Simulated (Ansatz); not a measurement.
**MgBr₂: basis-set convergence**

One table from this session's results is given with a row withheld; the runs are named, their logs left out.

Method: one geometry, several basis sets; program: Ansatz 0.2.0, Gaussian basis.

Plan: PBE0-D4/def2-SVP; ωB97M-V/def2-SVP; PBE0-D4/def2-QZVPP; ωB97M-V/def2-QZVPP; the functionals' def2-TZVPP values are taken from earlier runs.

## The relaxed structure

All runs share one geometry, relaxed beforehand with PBE0-D4 in a triple-zeta def2 set.

SMILES `[Br][Mg][Br]`, 3 atoms, charge 0, spin multiplicity 1.

Atoms are counted from 1 here; the program's logs count them from 0.

Bond lengths: Br1–Mg2 2.320 Å, Mg2–Br3 2.320 Å. Angles: Br1–Mg2–Br3 179.9°.

Geometry (Å):

| atom | x (Å) | y (Å) | z (Å) |
| --- | --- | --- | --- |
| Br1 | -1.9129 | 0.8889 | -0.9570 |
| Mg2 | -0.0035 | -0.0204 | -0.0038 |
| Br3 | 1.9053 | -0.9332 | 0.9474 |

The first run:

The input, in.yaml:

```yaml
crystal:
  periodic: [false, false, false]
  atoms:
    - {symbol: Br, position_ang: [-1.912894, 0.888934, -0.956958]}
    - {symbol: Mg, position_ang: [-0.003452, -0.020421, -0.003765]}
    - {symbol: Br, position_ang: [1.905347, -0.933213, 0.947424]}
basis:
  gaussian: {orbitals: def2-SVP}
hamiltonian: {xc: pbe0, dispersion: d4}
output: {orbitals: {seedname: orbitals}}
```

Command:

```
> ansatz run in.yaml --threads 4 --pin off --events-out ev --progress --plain --max-ram 10444MiB
```

Steps of the session up to this table: PBE0-D4 in def2-SVP; ωB97M-V in def2-SVP; PBE0-D4 in def2-QZVPP; ωB97M-V in def2-QZVPP.

One of the session's tables, all rows but one given; the rest of the session is left out.

It belongs to the step «Density functionals: the series». 

| functional | basis | HOMO (eV) | LUMO (eV) |
| --- | --- | --- | --- |
| PBE0-D4 | def2-SVP | -8.39 | -1.78 |
| PBE0-D4 | def2-TZVPP | ? | ? |
| PBE0-D4 | def2-QZVPP | -8.47 | -1.85 |
| ωB97M-V | def2-SVP | -10.57 | -0.37 |
| ωB97M-V | def2-TZVPP | -10.68 | -0.43 |
| ωB97M-V | def2-QZVPP | -10.69 | -0.52 |

Q: Estimate the row for PBE0-D4, def2-TZVPP from the others.

**Answer.** HOMO (eV): -8.47; LUMO (eV): -1.86.
